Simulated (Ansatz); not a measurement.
# KCdF3: the cost of one run

Computed with Ansatz 0.2.0 (reference: DFT, r2SCAN, plane waves, PAW, unless a step's input says otherwise).

1 further run of the same task is left out (it didn't finish).

## 1. The system as given

Symmetry: Pm-3m, No. 221, cubic system. The conventional cell has a = 4.386 Å, b = 4.386 Å, c = 4.386 Å, α = 90.00°, β = 90.00°, γ = 90.00°. K (site symmetry m-3m) has 12 F at 3.10 Å as nearest neighbours. Cd (site symmetry m-3m) is surrounded by 6 F at 2.19 Å. F (site symmetry 4/mmm) has 2 Cd at 2.19 Å and 4 K at 3.10 Å as nearest neighbours.

As a file:

```cif
data_structure
_symmetry_space_group_name_H-M 'P 1'
_symmetry_Int_Tables_number 1
_cell_length_a 4.3857
_cell_length_b 4.3857
_cell_length_c 4.3857
_cell_angle_alpha 90.000
_cell_angle_beta 90.000
_cell_angle_gamma 90.000
_cell_volume 84.36
loop_
_atom_site_label
_atom_site_type_symbol
_atom_site_fract_x
_atom_site_fract_y
_atom_site_fract_z
_atom_site_occupancy
K1 K 0.00000 0.00000 0.00000 1
Cd1 Cd 0.50000 0.50000 0.50000 1
F1 F 0.00000 0.50000 0.50000 1
F2 F 0.50000 0.00000 0.50000 1
F3 F 0.50000 0.50000 0.00000 1
```

## 2. Reference

Input file input.yaml:

```yaml
crystal:
  lattice:
    - [4.3856826613, 0.0, 0.0]
    - [0.0, 4.3856826613, 0.0]
    - [0.0, 0.0, 4.3856826613]
  atoms:
    - { symbol: K, position: [0.0, 0.0, 0.0] }
    - { symbol: Cd, position: [0.5, 0.5, 0.5] }
    - { symbol: F, position: [0.0, 0.5, 0.5] }
    - { symbol: F, position: [0.5, 0.0, 0.5] }
    - { symbol: F, position: [0.5, 0.5, 0.0] }
kpoints:
  mp_grid: { grid: [4, 4, 4] }
hamiltonian:
  xc: r2scan
scf:
  occupations: { method: fixed }
  n_extra_bands: 5
output:
  forces: true
  stress: true
  eigenvalues: true
  write_density: true
  write_potential: true
  elf: true
  volumetric_format: npy
```

Launch:

```sh
ansatz run input.yaml --threads 4 --pin off --max-ram 4608MiB --backend cpu --events-out ev --progress --plain --runs-dir out
```

Q: Estimate wall time and peak memory on 4 threads of Intel Xeon at 2.50GHz (Skylake/Cascade Lake), shared host.

About 3.7 s, with a peak of 0.52 GiB.
